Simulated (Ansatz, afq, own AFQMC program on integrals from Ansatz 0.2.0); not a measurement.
# AlBGeH (quartet): quantum Monte Carlo beside coupled cluster at distance Al1–H4 = 1.295 Å, cc-pVDZ

Aim: compute AlBGeH (quartet) with auxiliary-field quantum Monte Carlo on the same integrals as coupled cluster, and set the energies side by side.

Method: cc-pVDZ, frozen cores; program: Ansatz 0.2.0, Gaussian basis, and an in-house AFQMC program (afq) on its integrals; all values are calculated.

The runs, in order: PBE (unrestricted); r2SCAN (unrestricted); PBE0 (unrestricted); B3LYP (unrestricted); wB97M-V (unrestricted); B2PLYP (unrestricted); CCSD(T) on UHF; CCSDT(Q) on UHF; Phaseless AFQMC, CISD trial on UHF.

## Step 1: The system

The geometry derives from a PBE0/def2-TZVP stationary point (not a proven minimum). One bond is set to the value named and the two fragments are kept rigid. No spin-orbit coupling is included. The filled d shell of Ge may be among the frozen orbitals whatever the setting's name suggests.

4 atoms, charge 0, spin multiplicity 4.

Atoms are counted from 1 here; the program's logs count them from 0.

Bond lengths: Al1–Ge2 2.450 Å, Al1–B3 2.202 Å, Al1–H4 1.295 Å, Ge2–B3 2.069 Å. Angles: Ge2–Al1–B3 52.5°, Ge2–Al1–H4 171.3°, B3–Al1–H4 136.2°, Al1–Ge2–B3 57.6°, Al1–B3–Ge2 69.9°.

Coordinates:

```
Al    0.0000    0.2269    1.7085
Ge    0.0000    0.1422   -0.7398
B     0.0000   -1.5651    0.4292
H     0.0000    0.4670    2.9810
```

## Step 2: PBE (unrestricted)

The input, in.yaml:

```yaml
crystal:
  periodic: [false, false, false]
  atoms:
    - {symbol: Al, position_ang: [0.000000, 0.226852, 1.708491]}
    - {symbol: Ge, position_ang: [0.000000, 0.142198, -0.739845]}
    - {symbol: B, position_ang: [0.000000, -1.565146, 0.429188]}
    - {symbol: H, position_ang: [0.000000, 0.467015, 2.981026]}
basis:
  gaussian: {orbitals: cc-pVDZ}
magnetization: {spin_polarized: true, initial_magnetization: 3}
hamiltonian: {xc: {name: PBE}}
output: {orbitals: {seedname: orbitals}}
```

Started as:

```console
$ ansatz run in.yaml --threads 1 --pin off --events-out ev --progress --plain --max-ram 1382MiB
```

What it wrote:

```text
Functional definition: PBE
  name "PBE"
  cite "Perdew, Burke & Ernzerhof, Phys. Rev. Lett. 77, 3865 (1996) doi:10.1103/PhysRevLett.77.3865"
  parent pbe
  parameter kappa = 0.804
  parameter beta = 0.06672455060314922
  exchange = pbe_x(kappa = kappa, mu = beta*pi^2/3)
  correlation = pbe_c(beta = beta)
840 factors; their error is unknown
mean field evaluation 1: about -63784.3581 eV, gradient 2.1e1 eV
mean field evaluation 2: about -63763.5691 eV, gradient 4.2e1 eV
mean field evaluation 4: about -63788.0542 eV, gradient 3.1e0 eV
mean field evaluation 8: about -63788.1440 eV, gradient 4.8e-2 eV
mean field evaluation 16: about -63788.1106 eV, gradient 4.8e-5 eV
mean field evaluation 32: about -63786.6694 eV, gradient 4.1e-4 eV
mean field -63788.11059988 eV, -2344.1698274114 hartree, gradient 3.1e-5 eV, S^2 3.755483; 7 other end points of the search recorded, 0 dependent functions left out
reference -63788.11063589 eV, -2344.1698287347 hartree; 27, 24 occupied and 37, 40 virtual orbitals, 840 factors
Total energy: -63788.11063589 eV, -2344.1698287347 hartree
```

It took 3.9 s on 1 thread of Intel Xeon 6975P-C (Granite Rapids), shared host.

From the report: ⟨S²⟩ of the determinant 3.755 (pure quartet: 3.75).

## Step 3: r2SCAN (unrestricted)

in.yaml, as its differences from that of step 2:

```diff
@@ -10,3 +10,2 @@
 magnetization: {spin_polarized: true, initial_magnetization: 3}
-hamiltonian: {xc: {name: PBE}}
-output: {orbitals: {seedname: orbitals}}
+hamiltonian: {xc: {name: r2SCAN}}
```

The command is unchanged.

What it wrote, shortened:

```text
Functional definition: r2SCAN
  name "r2SCAN"
  cite "Furness, Kaplan, Ning, Perdew & Sun, J. Phys. Chem. Lett. 11, 8208 (2020) doi:10.1021/acs.jpclett.0c02405"
  cite "Furness, Kaplan, Ning, Perdew & Sun, J. Phys. Chem. Lett. 11, 9248 (2020) doi:10.1021/acs.jpclett.0c03077"
  parent r2scan
[...]
840 factors; their error is unknown
[...]
mean field -63800.04618075 eV, -2344.6084519179 hartree, gradient 1.0e-5 eV, S^2 3.765917; 7 other end points of the search recorded, 0 dependent functions left out
reference -63800.04619453 eV, -2344.6084524244 hartree; 27, 24 occupied and 37, 40 virtual orbitals, 840 factors
Total energy: -63800.04619453 eV, -2344.6084524244 hartree
```

It took 10 s on 1 thread of Intel Xeon 6975P-C (Granite Rapids), shared host.

From the report: ⟨S²⟩ of the determinant 3.766 (pure quartet: 3.75).

## Step 4: PBE0 (unrestricted)

in.yaml, as its differences from that of step 3:

```diff
@@ -10,2 +10,3 @@
 magnetization: {spin_polarized: true, initial_magnetization: 3}
-hamiltonian: {xc: {name: r2SCAN}}
+hamiltonian: {xc: {name: PBE0}}
+output: {orbitals: {seedname: orbitals}}
```

The command is unchanged.

What it wrote:

```text
Functional definition: PBE0
  name "PBE0"
  cite "Adamo & Barone, J. Chem. Phys. 110, 6158 (1999) doi:10.1063/1.478522"
  cite "Perdew, Burke & Ernzerhof, Phys. Rev. Lett. 77, 3865 (1996) doi:10.1103/PhysRevLett.77.3865"
  parent pbe
  parameter a = 0.25
  parameter kappa = 0.804
  parameter beta = 0.06672455060314922
  exchange = (1 - a)*pbe_x(kappa = kappa, mu = beta*pi^2/3) + a*exact_x
  correlation = pbe_c(beta = beta)
686 factors; integrals over basis functions are off by at most 1.0e-3 eV
mean field evaluation 1: about -63788.4496 eV, gradient 1.4e1 eV
mean field evaluation 2: about -63786.0955 eV, gradient 2.1e1 eV
mean field evaluation 4: about -63790.2591 eV, gradient 1.2e0 eV
mean field evaluation 8: about -63790.3045 eV, gradient 7.0e-2 eV
mean field evaluation 16: about -63790.3046 eV, gradient 1.6e-4 eV
mean field -63790.30464521 eV, -2344.2504570900 hartree, gradient 3.2e-5 eV, S^2 3.759980; 1 other end points of the search recorded, 0 dependent functions left out
reference -63790.30467230 eV, -2344.2504580856 hartree; 27, 24 occupied and 37, 40 virtual orbitals, 686 factors
Total energy: -63790.30467230 eV, -2344.2504580856 hartree
```

Wall time 2.2 s (1 thread of Intel Xeon 6975P-C (Granite Rapids), shared host).

From the report: ⟨S²⟩ of the determinant 3.760 (pure quartet: 3.75).

## Step 5: B3LYP (unrestricted)

in.yaml, as its differences from that of step 4:

```diff
@@ -10,3 +10,2 @@
 magnetization: {spin_polarized: true, initial_magnetization: 3}
-hamiltonian: {xc: {name: PBE0}}
-output: {orbitals: {seedname: orbitals}}
+hamiltonian: {xc: {name: B3LYP}}
```

Same command.

What it wrote, shortened:

```text
Functional definition: B3LYP
  name "B3LYP"
  cite "Stephens, Devlin, Chabalowski & Frisch, J. Phys. Chem. 98, 11623 (1994) doi:10.1021/j100096a001"
  cite "Becke, Phys. Rev. A 38, 3098 (1988) doi:10.1103/PhysRevA.38.3098"
  cite "Lee, Yang & Parr, Phys. Rev. B 37, 785 (1988) doi:10.1103/PhysRevB.37.785"
  cite "Vosko, Wilk & Nusair, Can. J. Phys. 58, 1200 (1980) doi:10.1139/p80-159"
[...]
686 factors; integrals over basis functions are off by at most 1.0e-3 eV
[...]
mean field -63803.24933229 eV, -2344.7261655659 hartree, gradient 1.6e-5 eV, S^2 3.757109; 1 other end points of the search recorded, 0 dependent functions left out
reference -63803.24954502 eV, -2344.7261733837 hartree; 27, 24 occupied and 37, 40 virtual orbitals, 686 factors
Total energy: -63803.24954502 eV, -2344.7261733837 hartree
```

It took 2.1 s on 1 thread of Intel Xeon 6975P-C (Granite Rapids), shared host.

From the report: ⟨S²⟩ of the determinant 3.757 (pure quartet: 3.75).

## Step 6: wB97M-V (unrestricted)

in.yaml, as its differences from that of step 5:

```diff
@@ -10,2 +10,3 @@
 magnetization: {spin_polarized: true, initial_magnetization: 3}
-hamiltonian: {xc: {name: B3LYP}}
+hamiltonian: {xc: {name: wB97M-V}}
+output: {orbitals: {seedname: orbitals}}
```

Launched as before.

What it wrote, shortened:

```text
Functional definition: wB97M-V
  name "wB97M-V"
  cite "Mardirossian & Head-Gordon, J. Chem. Phys. 144, 214110 (2016) doi:10.1063/1.4952647"
  cite "Becke, J. Chem. Phys. 107, 8554 (1997) doi:10.1063/1.475007"
  cite "Vydrov & Van Voorhis, J. Chem. Phys. 133, 244103 (2010) doi:10.1063/1.3521275"
  # Of w^i u^j: cxij and so on, Table III.
[...]
  gx(w, u) = 1 - cx + cx01*u + cx10*w
  gss(w, u) = css00 + css04*u^4 + css10*w + css20*w^2 + css43*w^4*u^3
  gos(w, u) = cos00 + cos10*w + (cos20 + cos21*u)*w^2 + (cos60 + cos61*u)*w^6
[...]
      + integral(e_c_pw_mod_opposite_spin*gos(b97_w_opposite, b97_u_opposite)) + vv10(b, c)
686 factors; integrals over basis functions are off by at most 1.0e-3 eV
212 factors; integrals over basis functions are off by at most 7.6e-6 eV
[...]
mean field -63797.42403303 eV, -2344.5120897666 hartree, gradient 4.6e-5 eV, S^2 3.757616; 1 other end points of the search recorded, 0 dependent functions left out
reference -63797.42407138 eV, -2344.5120911760 hartree; 27, 24 occupied and 37, 40 virtual orbitals, 686 factors
Total energy: -63797.42407138 eV, -2344.5120911760 hartree
```

It took 8 s on 1 thread of Intel Xeon 6975P-C (Granite Rapids), shared host; peak memory 0.31 GiB.

From the report: ⟨S²⟩ of the determinant 3.758 (pure quartet: 3.75).

## Step 7: B2PLYP (unrestricted)

in.yaml, as its differences from that of step 6:

```diff
@@ -10,3 +10,3 @@
 magnetization: {spin_polarized: true, initial_magnetization: 3}
-hamiltonian: {xc: {name: wB97M-V}}
-output: {orbitals: {seedname: orbitals}}
+hamiltonian: {xc: {name: B2PLYP}}
+correlation: {electrons: outside_noble_gas}
```

Same command.

What it wrote, shortened:

```text
Functional definition: B2PLYP
  name "B2PLYP"
  cite "Grimme, J. Chem. Phys. 124, 034108 (2006) doi:10.1063/1.2148954"
  cite "Becke, Phys. Rev. A 38, 3098 (1988) doi:10.1103/PhysRevA.38.3098"
  cite "Lee, Yang & Parr, Phys. Rev. B 37, 785 (1988) doi:10.1103/PhysRevB.37.785"
[...]
686 factors; integrals over basis functions are off by at most 1.0e-3 eV
[...]
mean field -63784.14359308 eV, -2344.0240426005 hartree, gradient 7.3e-6 eV, S^2 3.766201; 2 other end points of the search recorded, 0 dependent functions left out
20 core orbitals not correlated: weight in the atoms' cores, before any rotation towards them, 0.999 or more for the frozen orbitals, at most 0.000 for the correlated occupied ones
reference -63784.14372836 eV, -2344.0240475719 hartree; 7, 4 occupied and 37, 40 virtual orbitals, 686 factors
second order -6.49662579 eV of doubles, -0.00000000 eV of singles
Total energy: -63785.89781733 eV, -2344.0885091523 hartree
```

Run time: 2.8 s. Hardware: 1 thread of Intel Xeon 6975P-C (Granite Rapids), shared host.

From the report: ⟨S²⟩ of the determinant 3.766 (pure quartet: 3.75).

## Step 8: CCSD(T) on UHF

in.yaml, as its differences from that of step 7:

```diff
@@ -10,3 +10,2 @@
 magnetization: {spin_polarized: true, initial_magnetization: 3}
-hamiltonian: {xc: {name: B2PLYP}}
-correlation: {electrons: outside_noble_gas}
+correlation: {method: ccsd_t, electrons: outside_noble_gas, hamiltonian_folder: ham}
```

The command is unchanged.

What it wrote, shortened:

```text
Functional definition: HF
  name "HF"
  cite "Fock, Z. Phys. 61, 126 (1930) doi:10.1007/BF01340294"
  parent pbe
[...]
686 factors; integrals over basis functions are off by at most 1.0e-3 eV
[...]
mean field -63738.61100996 eV, -2342.3507510338 hartree, gradient 5.7e-6 eV, S^2 3.793878; 14 other end points of the search recorded, 0 dependent functions left out
determinant -63738.61100996 eV, -2342.3507510338 hartree, with singles and doubles -63744.46301706 eV, -2342.5658083280 hartree
determinant -63737.71643210 eV, -2342.3178759036 hartree, with singles and doubles -63743.52606662 eV, -2342.5313760346 hartree
determinant -63737.23411376 eV, -2342.3001510317 hartree, with singles and doubles -63742.93775159 eV, -2342.5097558561 hartree
determinant -63736.74869783 eV, -2342.2823123254 hartree, with singles and doubles -63742.41562355 eV, -2342.4905680044 hartree
determinant -63736.09941672 eV, -2342.2584516845 hartree, with singles and doubles -63741.68634131 eV, -2342.4637673763 hartree
determinant -63735.99046255 eV, -2342.2544476926 hartree, with singles and doubles -63741.61598773 eV, -2342.4611819299 hartree
20 core orbitals not correlated: weight in the atoms' cores, before any rotation towards them, 1.000 or more for the frozen orbitals, at most 0.000 for the correlated occupied ones
reference -63738.61100996 eV, -2342.3507510338 hartree; 7, 4 occupied and 37, 40 virtual orbitals, 686 factors
second order -4.85177009 eV of doubles, -0.00000000 eV of singles
cycle   1  -5.85262264 eV  change   -6.2e-4 eV  update   2.0e-3
[...]
cycle   9  -5.85409211 eV  change    2.3e-7 eV  update   6.9e-6
perturbative correction -0.30506371 eV, -0.0112108845 hartree
Total energy: -63744.77016578 eV, -2342.5770958354 hartree
```

It took 12 s on 1 thread of Intel Xeon 6975P-C (Granite Rapids), shared host.

From the report: ⟨S²⟩ of the determinant 3.794 (pure quartet: 3.75); correlation -6.1592 eV; T1 0.031; largest double amplitude 0.06.

This run also writes the integrals to the folder ham.

## Step 9: CCSDT(Q) on UHF

in.yaml, as its differences from that of step 8:

```diff
@@ -10,2 +10,2 @@
 magnetization: {spin_polarized: true, initial_magnetization: 3}
-correlation: {method: ccsd_t, electrons: outside_noble_gas, hamiltonian_folder: ham}
+correlation: {method: ccsdt_q, electrons: outside_noble_gas}
```

Same command.

What it wrote, shortened:

```text
Functional definition: HF
  name "HF"
  cite "Fock, Z. Phys. 61, 126 (1930) doi:10.1007/BF01340294"
  parent pbe
[...]
1243 factors; integrals over basis functions are off by at most 2.3e-7 eV
[...]
mean field -63738.61109734 eV, -2342.3507542449 hartree, gradient 3.7e-6 eV, S^2 3.793879; 15 other end points of the search recorded, 0 dependent functions left out
determinant -63738.61109734 eV, -2342.3507542449 hartree, with singles and doubles -63744.46310999 eV, -2342.5658117433 hartree
determinant -63737.71652730 eV, -2342.3178794022 hartree, with singles and doubles -63743.52616288 eV, -2342.5313795721 hartree
determinant -63737.23419985 eV, -2342.3001541954 hartree, with singles and doubles -63742.93784214 eV, -2342.5097591837 hartree
determinant -63736.74879223 eV, -2342.2823157944 hartree, with singles and doubles -63742.41572455 eV, -2342.4905717159 hartree
determinant -63736.09951464 eV, -2342.2584552832 hartree, with singles and doubles -63741.68642487 eV, -2342.4637704472 hartree
determinant -63735.99055787 eV, -2342.2544511958 hartree, with singles and doubles -63741.61614209 eV, -2342.4611876026 hartree
determinant -63735.38812294 eV, -2342.2323121203 hartree, with singles and doubles -63741.08715426 eV, -2342.4417476585 hartree
20 core orbitals not correlated: weight in the atoms' cores, before any rotation towards them, 1.000 or more for the frozen orbitals, at most 0.000 for the correlated occupied ones
reference -63738.61109734 eV, -2342.3507542449 hartree; 7, 4 occupied and 37, 40 virtual orbitals, 1243 factors
second order -4.85179136 eV of doubles, -0.00000000 eV of singles
cycle   1  -5.48909075 eV  change   -6.4e-1 eV  update   1.1e-1
[...]
cycle  19  -6.21284777 eV  change   -1.3e-6 eV  update   1.4e-6
perturbative correction -0.02692914 eV, -0.0009896277 hartree
Total energy: -63744.85087425 eV, -2342.5800618170 hartree
```

It took 36 s on 1 thread of Intel Xeon 6975P-C (Granite Rapids), shared host; peak memory 0.5 GiB.

From the report: ⟨S²⟩ of the determinant 3.794 (pure quartet: 3.75); correlation -6.2398 eV; T1 0.034; largest double amplitude 0.08.

## Step 10: Phaseless AFQMC, CISD trial on UHF

It reads the integrals that the CCSD(T) run on this determinant wrote.

Started as:

```console
$ afq ham --method phaseless --trial cisd --walkers 60 --populations 1 --least-time 40 --time-step 0.005 --steps-per-block 50 --equilibration-blocks 28 --max-blocks 300 --target-error 0.0004 --factor-cut 1e-05 --start spin_pure --seed 3824 --release-times 0.24,0.51,0.99,1.62,2.4 --release-step 0.03 --release-every 4 --taylor-order 6
```

What it wrote:

```text
orbitals 44  electrons 7 4  factors 363 of 686
reference energy -2342.35075103 Eh
CCSD correlation -0.21513371 Eh in 14 cycles, weight of the determinant in the CISD state 0.8292
energy of the start -2342.564143 Eh
 block  time / (1/Eh)  mean weight  energy / Eh
     1     0.250  0.9997  -2342.561137
     2     0.500  0.9987  -2342.563132
     3     0.750  1.0002  -2342.567433
     4     1.000  0.9983  -2342.569603
     5     1.250  1.0000  -2342.571227
     6     1.500  0.9999  -2342.570661
     7     1.750  1.0007  -2342.569448
     8     2.000  0.9996  -2342.572501
     9     2.250  0.9991  -2342.576003
    10     2.500  1.0012  -2342.578709
    13     3.250  0.9986  -2342.575215
    17     4.250  0.9999  -2342.582388
    21     5.250  1.0005  -2342.586888
    25     6.250  0.9996  -2342.587219
    29     7.250  0.9995  -2342.582772
    33     8.250  1.0014  -2342.575751
    37     9.250  0.9992  -2342.578458
    41    10.250  1.0009  -2342.572990
    45    11.250  1.0013  -2342.577631
    49    12.250  0.9979  -2342.577230
    53    13.250  1.0013  -2342.573042
    57    14.250  1.0009  -2342.578249
    61    15.250  1.0000  -2342.578733
    65    16.250  1.0015  -2342.575767
    69    17.250  1.0005  -2342.574053
    73    18.250  1.0001  -2342.571765
    77    19.250  1.0014  -2342.579534
    81    20.250  0.9990  -2342.572450
    85    21.250  1.0002  -2342.573620
    89    22.250  1.0001  -2342.573488
    93    23.250  0.9985  -2342.576932
    97    24.250  1.0007  -2342.577373
   101    25.250  1.0007  -2342.572736
   105    26.250  0.9993  -2342.575187
   109    27.250  1.0013  -2342.584104
   113    28.250  1.0013  -2342.572573
   117    29.250  0.9988  -2342.571745
   121    30.250  0.9996  -2342.573097
   125    31.250  1.0021  -2342.575774
   129    32.250  1.0004  -2342.588149
   133    33.250  0.9998  -2342.580097
   137    34.250  0.9995  -2342.583630
   141    35.250  1.0004  -2342.576841
   145    36.250  1.0012  -2342.577655
   149    37.250  1.0005  -2342.574357
   153    38.250  1.0004  -2342.578639
   157    39.250  0.9996  -2342.576244
   161    40.250  0.9993  -2342.584983
   165    41.250  1.0006  -2342.576843
   169    42.250  0.9978  -2342.577810
   173    43.250  1.0007  -2342.578406
   177    44.250  1.0005  -2342.578427
   181    45.250  0.9995  -2342.572990
   185    46.250  1.0006  -2342.580903
blocks merged  error / Eh  count
     1  0.000262  160
     2  0.000307  80
     4  0.000358  40
     8  0.000392  20
    16  0.000464  10
released: time / (1/Eh)  energy / Eh  error  mean overlap
  0.24  -2342.577882  0.000403  1.0038
  0.51  -2342.578390  0.000705  1.0180
  0.99  -2342.578613  0.000575  1.0193
  1.62  -2342.579543  0.000591  1.0083
  2.40  -2342.578646  0.000991  1.0305
energy -2342.577070 +/- 0.000392 Eh
```

It took 4.3 min on 1 thread of Intel Xeon 6975P-C (Granite Rapids), shared host.

Energy -63744.7695 ± 0.0107 eV. Caveats: constraint bias not in the error.

## Step 11: AFQMC on the ladder

On the UHF determinant, counted from CCSDT(Q) (a yardstick, not exact):

| level | energy (eV) | from CCSDT(Q) (kJ/mol) | statistical error (kJ/mol) | time |
| --- | --- | --- | --- | --- |
| HF | -63738.6110 | +602.1 |  |  |
| MP2 | -63743.4628 | +133.9 |  |  |
| CCSD | -63744.4651 | +37.2 |  |  |
| CCSD(T) | -63744.7702 | +7.8 |  |  |
| CCSDT(Q) | -63744.8509 | 0.0 |  |  |
| Phaseless AFQMC, CISD trial, step 0.005, 60 walkers | -63744.7695 | +7.9 | 1.0 | 4.3 min |

The functionals' totals stand on their own zeros and serve differences with other points: PBE -63788.111 eV; r2SCAN -63800.046 eV; PBE0 -63790.305 eV; B3LYP -63803.250 eV; wB97M-V -63797.424 eV; B2PLYP -63785.898 eV.

## Step 12: Summary of results

```
                                        quantity              value
                    CCSD(T) on UHF from CCSDT(Q)        +7.8 kJ/mol
Phaseless AFQMC, CISD trial on UHF from CCSDT(Q)  +7.9 ± 1.0 kJ/mol
```

In words: On UHF the phaseless walk with the CISD trial lies +7.9 kJ/mol from CCSDT(Q), 8 times its error bar. Error bars are statistical and leave out the constraint, the time step and what remains of the start.
